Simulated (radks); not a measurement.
**Exchange and kinetic functionals tested on atomic densities: Gd³⁺, Ge²⁺, Ar, Al¹⁰⁺, Br²⁺, Xe²⁵⁺**

One table from this session's results is given with a row withheld; the runs are named, their logs left out.

Program: radks (a radial shooting solver on a logarithmic mesh, Libxc functionals) version 1. Level of theory: non-relativistic Kohn-Sham, exchange-only LDA, spin-polarised, spherical densities, point nucleus; open shells are filled with parallel spins first. These are calculated values, not measurements, unless marked.

### Starting point

* species: Gd³⁺ ([Xe] 4f7), Ge²⁺ ([Ar] 3d10 4s2), Ar ([Ar]), Al¹⁰⁺ ([He] 2s1), Br²⁺ ([Ar] 3d10 4s2 4p3), Xe²⁵⁺ ([Ar] 3d10 4s1)

Set-up of the first run:

Input:

```text
Z 64
configuration [Xe] 4f7
relativity non-relativistic
functional lda,
spin polarised
nucleus point
```

Among the steps run: Gd³⁺, [Xe] 4f7.

One table of the session follows, with a row left open; its other results are not shown here.

From the orbitals of this run (lengths in bohr):

| level | <r> | outermost maximum (interpolated) | 90 % within | nodes |
| --- | --- | --- | --- | --- |
| 4d up | 0.6364 | 0.560 | 0.955 | 1 |
| 4d down | ? | ? | ? | ? |
| 5s up | 1.400 | 1.26 | 2.01 | 4 |
| 5s down | 1.427 | 1.28 | 2.05 | 4 |
| 5p up | 1.553 | 1.37 | 2.26 | 3 |
| 5p down | 1.592 | 1.40 | 2.32 | 3 |
| 4f up | 0.8077 | 0.554 | 1.36 | 0 |
| 4f down | 0.8434 | 0.557 | 1.44 | 0 |

**Question.** Estimate the row for 4d down.

The run gave: <r>: 0.6380; outermost maximum (interpolated): 0.560; 90 % within: 0.959; nodes: 1. In the column «<r>» it lies between 4d up (0.6364) and 4f up (0.8077).
